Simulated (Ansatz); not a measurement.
# BH₃O₂SSi: up Jacob's ladder to CCSD(T)

How much do the methods differ for BH₃O₂SSi? The plan is to run it at one geometry with functionals of several rungs and with coupled cluster, and see how far each lands from CCSD(T) at the basis-set limit for the atomisation energy.

Method: functionals in def2-TZVPP, the program's frozen cores in correlated methods; program: Ansatz 0.2.0, Gaussian basis.

Plan: LDA (SPW92), PBE-D4, revPBE-D4, BLYP-D4, r2SCAN-D4, B97M-V, PBE0-D4, B3LYP-D4, r2SCANh-D4, r2SCAN0-D4, HSE06-D4, BHLYP-D4, CAM-B3LYP-D4, LC-ωPBE, ωB97X-V, ωB97M-V, B2PLYP, PBE-QIDH; CCSD(T)/def2-SVP; CCSD(T)/def2-TZVPP; MP2/def2-QZVPP; extrapolation to the limit; RPA on PBE.

### Step 1. The geometry

An earlier PBE0-D4 in a triple-zeta def2 set relaxation fixed the geometry.

8 atoms, charge 0, spin multiplicity 1.

Atoms are counted from 1 here; the program's logs count them from 0.

Bond lengths: S1–B2 1.796 Å, S1–H6 1.343 Å, B2–O3 1.397 Å, B2–O5 1.396 Å, O3–Si4 1.679 Å, Si4–O5 1.677 Å, Si4–H7 1.478 Å, Si4–H8 1.478 Å. Angles: B2–S1–H6 93.8°, S1–B2–O3 127.9°, S1–B2–O5 125.2°, O3–B2–O5 106.9°, B2–O3–Si4 84.5°, O3–Si4–O5 83.9°, O3–Si4–H7 114.5°, O3–Si4–H8 114.5°, O5–Si4–H7 114.6°, O5–Si4–H8 114.6°, H7–Si4–H8 112.1° and more.

### Step 2. LDA

This LDA is Slater exchange with PW92 correlation.

in.yaml

```yaml
crystal:
  periodic: [false, false, false]
  atoms:
    - {symbol: S, position_ang: [-0.741373, 2.201213, 0.979486]}
    - {symbol: B, position_ang: [-0.227348, 0.593519, 0.366847]}
    - {symbol: O, position_ang: [0.247026, 0.271723, -0.907137]}
    - {symbol: Si, position_ang: [0.357322, -1.288775, -0.296990]}
    - {symbol: O, position_ang: [-0.233747, -0.588973, 1.107947]}
    - {symbol: H, position_ang: [-0.489068, 2.824841, -0.182634]}
    - {symbol: H, position_ang: [1.736145, -1.809688, -0.191740]}
    - {symbol: H, position_ang: [-0.556756, -2.261060, -0.931579]}
basis:
  gaussian: {orbitals: def2-TZVPP}
hamiltonian: {xc: lda}
output: {orbitals: {seedname: orbitals}}
```

Started as:

```
$ ansatz run in.yaml --threads 2 --pin off --events-out ev --progress --plain --max-ram 4352MiB
```

Further steps of the session: PBE-D4 (GGA); revPBE-D4 (GGA); BLYP-D4 (GGA); r2SCAN-D4 (meta-GGA); B97M-V (meta-GGA); PBE0-D4 (hybrid); B3LYP-D4 (hybrid); r2SCANh-D4 (hybrid); r2SCAN0-D4 (hybrid); HSE06-D4 (hybrid); BHLYP-D4 (hybrid); CAM-B3LYP-D4 (range-separated); LC-ωPBE (range-separated); ωB97X-V (range-separated); ωB97M-V (range-separated); B2PLYP (double hybrid); PBE-QIDH (double hybrid); CCSD(T) in def2-SVP; CCSD(T) in def2-TZVPP; MP2 in def2-QZVPP; RPA on PBE orbitals.

**Question.** What will the summary of the whole plan be? Wanted: atomisation energy, CCSD(T)/CBS; farthest beyond LDA; mean size of error, GGA; mean size of error, meta-GGA; mean size of error, hybrid; mean size of error, range-separated; mean size of error, double hybrid; gap, smallest and largest; T1 diagnostic.

The runs gave:

| quantity | value |
| --- | --- |
| atomisation energy, CCSD(T)/CBS | 778.7 kcal/mol |
| functionals within 3.9 kcal/mol (0.5 %) | r2SCANh-D4, HSE06-D4, CAM-B3LYP-D4, LC-ωPBE |
| farthest beyond LDA | BHLYP-D4 (-30.2 kcal/mol) |
| mean size of error, GGA | 9.1 kcal/mol |
| mean size of error, meta-GGA | 6.0 kcal/mol |
| mean size of error, hybrid | 9.3 kcal/mol |
| mean size of error, range-separated | 3.4 kcal/mol |
| mean size of error, double hybrid | 7.5 kcal/mol |
| gap, smallest and largest | 5.01 eV (LDA (SPW92)), 12.25 eV (LC-ωPBE) |
| T1 diagnostic | 0.0135 |
| triples share of the correlation energy | 4.0 % |

The LDA atomisation energy is off by 118.2 kcal/mol (15 %): it overbinds. PBE-D4 misses by +12.8 kcal/mol. Double hybrids carry the basis error of their MP2 part in triple zeta, and no dispersion term here, so their miss is partly the set-up's. By mean error the best rung here is range-separated (3.4 kcal/mol) and the worst beyond LDA is hybrid (9.3 kcal/mol). The mean of the hybrids holds BHLYP, with half exact exchange. Misses under about 3.9 kcal/mol are within the doubt on the reference itself, which lacks core-valence correlation, relativity and higher excitations. Hartree-Fock recovers 72 % of the binding; the rest is correlation. CCSD(T) in def2-SVP is off by -56.2 kcal/mol, worse than the median functional, from the basis alone. The gap grows from 5.0 to 12.3 eV across the functionals, mostly with the share of exact exchange.
